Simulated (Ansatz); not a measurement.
# BClFH4N: the cost of one run

Program: Ansatz 0.2.0. Level of theory: RKS PBE/def2-SVP. These are calculated values, not measurements.

**1. Starting point**

Bond lengths: B1–F2 1.670 Å, B1–N3 1.550 Å, N3–H4 1.060 Å, N3–H5 1.060 Å, B1–Cl6 1.860 Å. Angles: F2–B1–N3 120.0°, F2–B1–Cl6 120.0°, N3–B1–Cl6 120.0°, B1–N3–H4 120.0°, B1–N3–H5 120.0°, H4–N3–H5 120.0°.

As a file:

```xyz
8

B     0.0000    0.0000    0.0000
F     0.0000    0.0000    1.6700
N     1.3423    0.0000   -0.7750
H     1.8089   -0.9179   -1.0268
H     1.7937    0.9179   -1.0532
Cl   -1.6108    0.0000   -0.9300
H    -0.1864    1.4017    0.4698
H    -0.1469    1.1046    1.3144
```

**2. A restrained relaxation towards end A**

Springs on the bonds that form and break draw the guess towards this end; the thresholds are loose.

Input file input.yaml:

```yaml
crystal:
  periodic: [false, false, false]
  atoms:
    - { symbol: B, position_ang: [0.0, 0.0, 0.0] }
    - { symbol: F, position_ang: [0.0, 0.0, 1.67] }
    - { symbol: "N", position_ang: [1.3423, 0.0, -0.775] }
    - { symbol: H, position_ang: [1.8089, -0.9179, -1.0268] }
    - { symbol: H, position_ang: [1.7937, 0.9179, -1.0532] }
    - { symbol: Cl, position_ang: [-1.6108, 0.0, -0.93] }
    - { symbol: H, position_ang: [-0.1864, 1.4017, 0.4698] }
    - { symbol: H, position_ang: [-0.1469, 1.1046, 1.3144] }
basis:
  gaussian: { orbitals: def2-SVP }
hamiltonian:
  xc: pbe
relax:
  f_tol: 0.15
  max_steps: 25
  restrain:
    - { distance: [0, 6], at: 2.39, k: 30.0 }
    - { distance: [7, 1], at: 2.12, k: 30.0 }
    - { distance: [0, 1], at: 1.32, k: 30.0 }
    - { distance: [7, 6], at: 0.66, k: 30.0 }
```

The run is started by

```
> ansatz run input.yaml --threads 2 --pin off --max-ram 3072MiB --backend cpu --events-out ev --progress --plain --runs-dir out
```

Q: Estimate wall time and peak memory on 2 threads of AMD EPYC 7R43 (Zen 3), shared host.

About 18 s, with a peak of 0.15 GiB.
